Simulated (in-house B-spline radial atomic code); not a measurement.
# Tc: a test of the first knot

How far can the first knot be changed before the Tc run goes wrong?

Program: in-house B-spline radial atomic code version 1. Level of theory: Dirac-Coulomb LDA (Slater, VWN5), spherical fractional occupations, Fermi nucleus, basis-set limit. These are calculated values, not measurements, unless marked.

## (1) Starting point

```
element       : technetium (Z = 43)
charge        : 0
electrons     : 43
configuration : [Kr] 4d5 5s2
Hamiltonian   : Dirac-Coulomb
nucleus       : Fermi, rms radius 4.411 fm
```

Outer shells as boxes (Hund's rule):

[Kr] 4d5 5s2
```
[Kr] core
4d [↑ ][↑ ][↑ ][↑ ][↑ ]
5s [↑↓]
```

The boxes only draw the filling; these runs are spin-restricted and spherical.

A run counts as converged when the orbital gradient is under the tolerance times 43 hartree (or under the basis's noise floor) and the energy moved by less than 1e-8 hartree times the root of its size. Energy differences under 1e-05 hartree are noise.

The run's settings:

```ini
Z = 43
electrons = 43.0
configuration = [Kr] 4d5 5s2
hamiltonian = dirac
method = lda,vwn
spin_polarised = False
nucleus = fermi
rms_radius = 4.411169945885085
mass_number = 97
atomic_mass = 96.90636072
speed_of_light = 137.035999084
knot_spacing = 0.22
spline_order = 8
gauss_points = 12
box_radius = 50
max_iterations = 70
damping = 0.5
damped_steps = 3
diis_vectors = 10
tolerance = 1e-08
start = Thomas-Fermi
```

The reference is known from an earlier run: -4281.888779 hartree in all. Up to eight levels, counted from the top:

| orbital | occupation | energy (eV) | <r> (bohr) |
| --- | --- | --- | --- |
| 3d3/2 | 4 | -252.27 | 0.3973 |
| 3d5/2 | 6 | -248.47 | 0.4008 |
| 4s1/2 | 2 | -73.355 | 1.057 |
| 4p1/2 | 2 | -47.437 | 1.151 |
| 4p3/2 | 4 | -44.441 | 1.182 |
| 4d3/2 | 2 | -6.988 | 1.713 |
| 4d5/2 | 3 | -6.700 | 1.736 |
| 5s1/2 | 2 | -5.258 | 3.271 |

## (2) First knot 2.33e-06

The run's settings:

```ini
Z = 43
electrons = 43.0
configuration = [Kr] 4d5 5s2
hamiltonian = dirac
method = lda,vwn
spin_polarised = False
nucleus = fermi
rms_radius = 4.411169945885085
mass_number = 97
atomic_mass = 96.90636072
speed_of_light = 137.035999084
knot_spacing = 0.22
spline_order = 8
gauss_points = 12
box_radius = 50
first_knot = 2.33e-06
max_iterations = 70
damping = 0.5
damped_steps = 3
diis_vectors = 10
tolerance = 1e-08
start = Thomas-Fermi
```

Started as:

```bash
> python run_scf.py task.json out
```

One command runs all members of the session, one after another, from task.json.

## (3) First knot 2.33e-05

The settings differ from step 2 so:

```diff
@@ -15,3 +15,3 @@
 box_radius = 50
-first_knot = 2.33e-06
+first_knot = 2.33e-05
 max_iterations = 70
```

## (4) First knot 0.000233

The settings differ from step 3 so:

```diff
@@ -15,3 +15,3 @@
 box_radius = 50
-first_knot = 2.33e-05
+first_knot = 0.000233
 max_iterations = 70
```

## (5) First knot 0.00233

The settings differ from step 4 so:

```diff
@@ -15,3 +15,3 @@
 box_radius = 50
-first_knot = 0.000233
+first_knot = 0.00233
 max_iterations = 70
```

## (6) First knot 0.00698

The settings differ from step 5 so:

```diff
@@ -15,3 +15,3 @@
 box_radius = 50
-first_knot = 0.00233
+first_knot = 0.00698
 max_iterations = 70
```

## (7) First knot 0.0233

The settings differ from step 6 so:

```diff
@@ -15,3 +15,3 @@
 box_radius = 50
-first_knot = 0.00698
+first_knot = 0.0233
 max_iterations = 70
```

## (8) First knot 0.0698

The settings differ from step 7 so:

```diff
@@ -15,3 +15,3 @@
 box_radius = 50
-first_knot = 0.0233
+first_knot = 0.0698
 max_iterations = 70
```

Before running: Which of these runs converge to the reference energy, which miss it and by about how much, and which fail?

**Answer**, as computed:

| run | outcome | iterations | energy less the reference (hartree) |
| --- | --- | --- | --- |
| reference | converged | 10 | 0 |
| first knot 2.33e-06 | converged | 10 | below noise |
| first knot 2.33e-05 | converged | 10 | below noise |
| first knot 0.000233 | converged | 10 | +0.000224 |
| first knot 0.00233 | converged | 10 | +0.0409 |
| first knot 0.00698 | converged | 10 | +0.0149 |
| first knot 0.0233 | converged | 10 | +0.909 |
| first knot 0.0698 | converged | 10 | +12.4 |

What this shows: Of 7 changed inputs, 2 gave the reference energy within 1e-05 hartree and 5 converged to another value. The worst converged miss is +12.4 hartree (first knot 0.0698): the first knot lies too far out to describe the region near the nucleus.
